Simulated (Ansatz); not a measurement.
# CH3B (SMILES B[CH]) at UB2PLYP/STO-3G

Aim: the electronic atomisation energy of CH3B at UB2PLYP/STO-3G, from 4 runs. 

Program for the calculation: Ansatz 0.2.0.

49 further runs of the same task are left out: 3 that didn't finish, 46 set aside as unsound or not needed.

### Step 1. Starting point

CH3B: 5 atoms, total charge 0, spin state triplet. SMILES: `B[CH]`. Geometry: relaxed at GFN2-xTB.

Bond lengths: B1–C2 1.463 Å, B1–H3 1.182 Å, B1–H4 1.174 Å, C2–H5 1.068 Å. Angles: B1–C2–H5 150.8°, C2–B1–H3 120.4°, C2–B1–H4 121.9°, H3–B1–H4 117.7°.

### Step 2. The energy at UB2PLYP/STO-3G

Contents of job.yaml:

```yaml
crystal:
  periodic: [false, false, false]
  atoms:
    - {symbol: B, position_ang: [-0.352450, -0.401400, -0.071360]}
    - {symbol: C, position_ang: [0.507540, 0.779550, -0.141970]}
    - {symbol: H, position_ang: [-0.308550, -1.118250, 0.866820]}
    - {symbol: H, position_ang: [-1.104620, -0.672740, -0.931370]}
    - {symbol: H, position_ang: [1.258080, 1.412850, 0.277880]}
basis:
  gaussian:
    orbitals: STO-3G
magnetization:
  spin_polarized: true
  initial_magnetization: 2
hamiltonian:
  xc: {name: B2PLYP}
correlation:
  frozen_orbitals: {B: 1, C: 1, H: 0}
accuracy: high
```

Started as:

```bash
$ ansatz run job.yaml --threads 1 --pin off --max-ram 2610MiB --events-out events.jsonl --progress --plain --runs-dir runs
```

Log:

```text
Warning: RAYON_NUM_THREADS=1 ignored (pool sized by the plan → 1); use --threads N
Functional definition: B2PLYP
  name "B2PLYP"
  parameter a = 0.53
  parameter c = 0.27
  exchange = (1 - a)*b88_x + a*exact_x
  correlation = (1 - c)*lyp_c + c*(mp2_os + mp2_ss)
209 factors; integrals over basis functions are off by at most 6.1e-9 eV
mean field evaluation 1: about -1731.9585 eV, gradient 6.2e0 eV
mean field evaluation 2: about -1731.9430 eV, gradient 6.2e0 eV
mean field evaluation 4: about -1732.4494 eV, gradient 6.1e-1 eV
mean field evaluation 8: about -1732.4569 eV, gradient 8.4e-3 eV
mean field evaluation 16: about -1732.4569 eV, gradient 7.7e-7 eV
mean field -1732.45686862 eV, -63.6666156203 hartree, gradient 1.7e-8 eV, S^2 2.008570; 0 other end points of the search recorded, 0 dependent functions left out
2 core orbitals not correlated: weight in the atoms' cores, before any rotation towards them, 1.000 or more for the frozen orbitals, at most 0.000 for the correlated occupied ones
reference -1732.45688446 eV, -63.6666162024 hartree; 6, 4 occupied and 5, 7 virtual orbitals, 209 factors
second order -1.99538778 eV of doubles, -0.00000000 eV of singles
Total energy: -1732.99563916 eV, -63.6864150724 hartree
```

It took 1.2 s on 1 thread of Arm Neoverse V1, shared host; peak memory 0.11 GiB.

### Step 3. The B atom, same level

Contents of input.yaml:

```yaml
basis:
  gaussian: {orbitals: STO-3G}
crystal:
  periodic: [false, false, false]
  atoms:
    - {symbol: B, position_ang: [0.000000, 0.000000, 0.000000]}
correlation: {frozen_orbitals: {B: 1}}
accuracy: high
hamiltonian: {xc: {name: B2PLYP}}
magnetization: {spin_polarized: true, initial_magnetization: 1}
```

Run the same way, it converges to -24.24577 Eh (log not shown).

### Step 4. The C atom at the same level

Contents of input.yaml:

```yaml
crystal:
  periodic: [false, false, false]
  atoms:
    - {symbol: C, position_ang: [0.000000, 0.000000, 0.000000]}
basis:
  gaussian: {orbitals: STO-3G}
hamiltonian: {xc: {name: B2PLYP}}
magnetization: {spin_polarized: true, initial_magnetization: 2}
correlation: {frozen_orbitals: {C: 1}}
accuracy: high
```

Run the same way, it converges to -37.30786 Eh (log not shown).

### Step 5. The H atom, same level

Contents of molecule.yaml:

```yaml
basis:
  gaussian: {orbitals: STO-3G}
crystal:
  periodic: [false, false, false]
  atoms:
    - {symbol: H, position_ang: [0.000000, 0.000000, 0.000000]}
total_charge: 0
magnetization: {spin_polarized: true, initial_magnetization: 1}
hamiltonian: {xc: {name: B2PLYP}}
correlation: {frozen_orbitals: {H: 0}}
accuracy: high
```

Run the same way, it converges to -0.46478 Eh (log not shown).

### Step 6. Summary of results

At UB2PLYP/STO-3G, 2 core orbitals frozen:

| quantity | value |
| --- | --- |
| molecule: total energy | -63.68642 Eh |
| molecule: ⟨S²⟩ | 2.009 |
| B atom: total energy | -24.24577 Eh |
| B atom: ⟨S²⟩ | 0.750 |
| C atom: total energy | -37.30786 Eh |
| C atom: ⟨S²⟩ | 2.000 |
| H atom: total energy | -0.46478 Eh |
| H atom: ⟨S²⟩ | 0.750 |
| electronic atomisation energy | 20.094 eV |

Taking the molecule apart into free atoms costs 20.09 eV (1939 kJ/mol), before zero-point energy and without spin-orbit coupling. In a minimal basis such a difference can be off by several eV, whatever the method.
